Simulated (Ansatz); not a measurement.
# C₂H₇BO₂Si: a ladder of functionals and wavefunction methods

The task here is to estimate one member of a computed series from the others.

Program: Ansatz 0.2.0, Gaussian basis. Level of theory: functionals in def2-TZVPP, the program's frozen cores in correlated methods. These are calculated values, not measurements.

Levels to be run: LDA (SPW92), PBE-D4, revPBE-D4, BLYP-D4, r2SCAN-D4, B97M-V, PBE0-D4, B3LYP-D4, r2SCANh-D4, r2SCAN0-D4, HSE06-D4, BHLYP-D4, CAM-B3LYP-D4, LC-ωPBE, ωB97X-V, ωB97M-V, B2PLYP, PBE-QIDH; CCSD(T)/def2-SVP; CCSD(T)/def2-TZVPP; MP2/def2-QZVPP; extrapolation to the limit; RPA on PBE.

## The relaxed structure

All runs share one geometry, relaxed beforehand with PBE0-D4 in a triple-zeta def2 set.

SMILES `CB(O)[SiH]1CO1`, 13 atoms, charge 0, spin multiplicity 1.

Atoms are counted from 1 here; the program's logs count them from 0.

Bond lengths: C1–B2 1.559 Å, C1–H7 1.095 Å, C1–H8 1.092 Å, C1–H9 1.097 Å, B2–O3 1.357 Å, B2–Si4 2.029 Å, O3–H10 0.961 Å, Si4–C5 1.821 Å, Si4–O6 1.680 Å, Si4–H11 1.492 Å, C5–O6 1.453 Å, C5–H12 1.089 Å, C5–H13 1.089 Å. Angles: B2–C1–H7 110.9°, B2–C1–H8 112.8°, B2–C1–H9 109.8°, H7–C1–H8 109.3°, H7–C1–H9 105.3°, H8–C1–H9 108.4°, C1–B2–O3 118.9°, C1–B2–Si4 120.1°, O3–B2–Si4 121.0°, B2–O3–H10 115.0°, B2–Si4–C5 122.5°, B2–Si4–O6 117.1°, B2–Si4–H11 117.7°, C5–Si4–O6 48.8°, C5–Si4–H11 117.2°, O6–Si4–H11 114.2°, Si4–C5–O6 60.5°, Si4–C5–H12 120.8° and more.

The first run:

in.yaml reads:

```yaml
crystal:
  periodic: [false, false, false]
  atoms:
    - {symbol: C, position_ang: [-0.299063, -1.809080, -0.523315]}
    - {symbol: B, position_ang: [-0.419957, -0.840112, 0.692379]}
    - {symbol: O, position_ang: [-0.716777, -1.353814, 1.913354]}
    - {symbol: Si, position_ang: [-0.106841, 1.148873, 0.442796]}
    - {symbol: C, position_ang: [1.005389, 1.811662, -0.837172]}
    - {symbol: O, position_ang: [-0.427800, 1.790149, -1.076733]}
    - {symbol: H, position_ang: [-0.907213, -1.458873, -1.363693]}
    - {symbol: H, position_ang: [-0.580401, -2.835141, -0.275882]}
    - {symbol: H, position_ang: [0.733005, -1.813257, -0.894256]}
    - {symbol: H, position_ang: [-0.783509, -0.707267, 2.620634]}
    - {symbol: H, position_ang: [-0.458701, 2.054194, 1.575700]}
    - {symbol: H, position_ang: [1.415244, 2.816984, -0.753901]}
    - {symbol: H, position_ang: [1.567127, 1.160879, -1.505111]}
basis:
  gaussian: {orbitals: def2-TZVPP}
hamiltonian: {xc: lda}
output: {orbitals: {seedname: orbitals}}
```

The run is started by

```
$ ansatz run in.yaml --threads 4 --pin off --events-out ev --progress --plain --max-ram 10444MiB
```

Steps of the session up to this table: LDA; PBE-D4 (GGA); revPBE-D4 (GGA); BLYP-D4 (GGA); r2SCAN-D4 (meta-GGA); B97M-V (meta-GGA); B3LYP-D4 (hybrid); r2SCANh-D4 (hybrid); r2SCAN0-D4 (hybrid); HSE06-D4 (hybrid); BHLYP-D4 (hybrid); CAM-B3LYP-D4 (range-separated); LC-ωPBE (range-separated); ωB97X-V (range-separated); ωB97M-V (range-separated); B2PLYP (double hybrid); PBE-QIDH (double hybrid).

One of the session's tables, all rows but one given; the rest of the session is left out.

It belongs to the step «Frontier levels by functional». 

| functional | HOMO (eV) | LUMO (eV) | gap (eV) |
| --- | --- | --- | --- |
| LDA (SPW92) | -6.22 | -2.54 | 3.69 |
| PBE-D4 | -6.07 | -2.32 | 3.74 |
| revPBE-D4 | -6.00 | -2.23 | 3.77 |
| BLYP-D4 | -5.93 | -2.18 | 3.75 |
| r2SCAN-D4 | -6.29 | -2.14 | 4.15 |
| B97M-V | ? | ? | ? |
| PBE0-D4 | -7.28 | -1.49 | 5.80 |
| B3LYP-D4 | -7.07 | -1.68 | 5.39 |
| r2SCANh-D4 | -6.75 | -1.84 | 4.91 |
| r2SCAN0-D4 | -7.43 | -1.39 | 6.04 |
| HSE06-D4 | -6.88 | -1.87 | 5.02 |
| BHLYP-D4 | -8.40 | -0.57 | 7.83 |
| CAM-B3LYP-D4 | -8.63 | -0.42 | 8.21 |
| LC-ωPBE | -9.96 | 0.70 | 10.66 |
| ωB97X-V | -9.60 | 0.60 | 10.20 |
| ωB97M-V | -9.47 | 0.40 | 9.88 |

Estimate the missing values for B97M-V.

As computed: HOMO (eV): -6.34; LUMO (eV): -2.18; gap (eV): 4.16. In the column «HOMO (eV)» it lies between r2SCANh-D4 (-6.75) and r2SCAN-D4 (-6.29).
